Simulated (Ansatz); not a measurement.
# C₂H₆BNS: one species, many methods

The task here is to estimate one member of a computed series from the others.

Method: functionals in def2-TZVPP, the program's frozen cores in correlated methods; program: Ansatz 0.2.0, Gaussian basis.

Plan: PBE-D4, r2SCAN-D4, PBE0-D4, B3LYP-D4, ωB97X-V, ωB97M-V, B2PLYP; CCSD(T)/def2-TZVPP; MP2/def2-QZVPP; extrapolation to the limit.

## The geometry

The geometry comes from an earlier relaxation with PBE0-D4 in a triple-zeta def2 set; it is a stationary point, not always the lowest conformer.

11 atoms, charge 0, spin multiplicity 1.

Atoms are counted from 1 here; the program's logs count them from 0.

Bond lengths: B1–S2 1.867 Å, B1–C3 1.743 Å, B1–H6 1.199 Å, B1–H7 1.200 Å, S2–C3 1.771 Å, C3–C4 1.375 Å, C3–H8 1.086 Å, C4–N5 1.333 Å, C4–H9 1.085 Å, N5–H10 1.003 Å, N5–H11 1.005 Å. Angles: S2–B1–C3 58.6°, S2–B1–H6 120.5°, S2–B1–H7 116.5°, C3–B1–H6 107.1°, C3–B1–H7 118.8°, H6–B1–H7 119.5°, B1–S2–C3 57.2°, B1–C3–S2 64.2°, B1–C3–C4 99.2°, B1–C3–H8 113.6°, S2–C3–C4 120.2°, S2–C3–H8 119.4°, C4–C3–H8 119.7°, C3–C4–N5 125.6°, C3–C4–H9 118.4°, N5–C4–H9 116.0°, C4–N5–H10 120.5°, C4–N5–H11 120.5° and more.

Coordinates:

```xyz
11
charge 0, multiplicity 1
B    -0.2052    1.3740    0.9081
S    -1.6170    0.3938    1.6363
C    -0.2577   -0.3646    0.7923
C    -0.2773   -0.4932   -0.5770
N     0.6282   -1.1428   -1.3090
H     0.7495    1.6531    1.5770
H    -0.4528    2.0259   -0.0686
H     0.5164   -0.8628    1.3677
H    -1.0941   -0.0366   -1.1256
H     0.6437   -1.0418   -2.3071
H     1.4318   -1.5620   -0.8737
```

Set-up of the first run:

File in.yaml:

```yaml
crystal:
  periodic: [false, false, false]
  atoms:
    - {symbol: B, position_ang: [-0.205230, 1.374019, 0.908149]}
    - {symbol: S, position_ang: [-1.617007, 0.393763, 1.636334]}
    - {symbol: C, position_ang: [-0.257748, -0.364642, 0.792298]}
    - {symbol: C, position_ang: [-0.277329, -0.493168, -0.576978]}
    - {symbol: N, position_ang: [0.628233, -1.142825, -1.309008]}
    - {symbol: H, position_ang: [0.749505, 1.653081, 1.577022]}
    - {symbol: H, position_ang: [-0.452839, 2.025912, -0.068617]}
    - {symbol: H, position_ang: [0.516385, -0.862795, 1.367661]}
    - {symbol: H, position_ang: [-1.094073, -0.036608, -1.125570]}
    - {symbol: H, position_ang: [0.643679, -1.041837, -2.307087]}
    - {symbol: H, position_ang: [1.431825, -1.562002, -0.873704]}
basis:
  gaussian: {orbitals: def2-TZVPP}
hamiltonian: {xc: pbe, dispersion: d4}
output: {forces: true, orbitals: {seedname: orbitals}}
```

Launch:

```
$ ansatz run in.yaml --threads 4 --pin off --events-out ev --progress --plain --max-ram 10444MiB
```

Among the steps run: PBE-D4 (GGA); r2SCAN-D4 (meta-GGA); PBE0-D4 (hybrid); B3LYP-D4 (hybrid); ωB97X-V (range-separated); ωB97M-V (range-separated); B2PLYP (double hybrid); CCSD(T) in def2-TZVPP; MP2 in def2-QZVPP.

One table of the session follows, with a row left open; its other results are not shown here.

| method | atomisation energy (kcal/mol) |
| --- | --- |
| PBE-D4 | ? |
| r2SCAN-D4 | 994.8 |
| PBE0-D4 | 999.9 |
| B3LYP-D4 | 990.0 |
| ωB97X-V | 990.4 |
| ωB97M-V | 993.5 |
| B2PLYP | 977.3 |
| HF/def2-TZVPP | 698.7 |
| MP2/def2-TZVPP | 975.9 |
| CCSD/def2-TZVPP | 936.5 |
| CCSD(T)/def2-TZVPP | 955.0 |
| MP2/CBS | 1002.8 |
| CCSD(T)/CBS | 981.9 |

Estimate the missing values for PBE-D4.

**Answer.** atomisation energy (kcal/mol): 1021.2. In the column «atomisation energy (kcal/mol)» it is the highest.
